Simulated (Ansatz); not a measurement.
# CH₄BrFSn: small, medium and large basis sets

How large a basis does CH₄BrFSn need? Two functionals are run in growing sets.

Method: one geometry, several basis sets; program: Ansatz 0.2.0, Gaussian basis.

Levels to be run: PBE0-D4/def2-SVP; ωB97M-V/def2-SVP; PBE0-D4/def2-QZVPP; ωB97M-V/def2-QZVPP; the functionals' def2-TZVPP values are taken from earlier runs.

## Step 1: Structure used throughout

The geometry comes from an earlier relaxation with PBE0-D4 in a triple-zeta def2 set; it is a stationary point, not always the lowest conformer. Sn takes the def2 core potential; no spin-orbit term is included.

SMILES `F[CH2][SnH2][Br]`, 8 atoms, charge 0, spin multiplicity 1.

Atoms are counted from 1 here; the program's logs count them from 0.

Bond lengths: F1–C2 1.380 Å, C2–Sn3 2.165 Å, C2–H5 1.094 Å, C2–H6 1.092 Å, Sn3–Br4 2.485 Å, Sn3–H7 1.706 Å, Sn3–H8 1.701 Å. Angles: F1–C2–Sn3 110.1°, F1–C2–H5 108.7°, F1–C2–H6 108.9°, Sn3–C2–H5 110.3°, Sn3–C2–H6 109.4°, H5–C2–H6 109.3°, C2–Sn3–Br4 106.2°, C2–Sn3–H7 111.9°, C2–Sn3–H8 112.0°, Br4–Sn3–H7 106.1°, Br4–Sn3–H8 106.9°, H7–Sn3–H8 113.1°.

## Step 2: PBE0-D4 in def2-SVP

in.yaml reads:

```yaml
crystal:
  periodic: [false, false, false]
  atoms:
    - {symbol: F, position_ang: [-1.524020, 1.390487, 0.080664]}
    - {symbol: C, position_ang: [-0.197288, 1.141251, -0.206655]}
    - {symbol: Sn, position_ang: [0.317177, -0.887155, 0.349702]}
    - {symbol: Br, position_ang: [-0.287387, -2.314644, -1.592916]}
    - {symbol: H, position_ang: [0.421312, 1.854561, 0.345231]}
    - {symbol: H, position_ang: [-0.035509, 1.275722, -1.278591]}
    - {symbol: H, position_ang: [1.997192, -1.079309, 0.574420]}
    - {symbol: H, position_ang: [-0.599276, -1.438014, 1.672345]}
basis:
  gaussian: {orbitals: def2-SVP}
hamiltonian: {xc: pbe0, dispersion: d4}
output: {orbitals: {seedname: orbitals}}
```

Further steps of the session: ωB97M-V in def2-SVP; PBE0-D4 in def2-QZVPP; ωB97M-V in def2-QZVPP.

**Question.** What will the summary of the whole plan be? Wanted: PBE0-D4: double and triple zeta above quadruple; ωB97M-V: double and triple zeta above quadruple.

**Answer**, as computed:

| quantity | value |
| --- | --- |
| PBE0-D4: double and triple zeta above quadruple | 15.13, 1.70 eV |
| ωB97M-V: double and triple zeta above quadruple | 15.20, 1.64 eV |

What this shows: PBE0-D4 gains 13.43 eV from double to triple zeta, then 1.70 eV more. These are total energies; as a rule much of such shifts cancels in differences, which this series doesn't test. The LUMO of ωB97M-V is positive and keeps falling with the basis (1.12 to 0.54 eV): an unbound level that the basis holds in place.
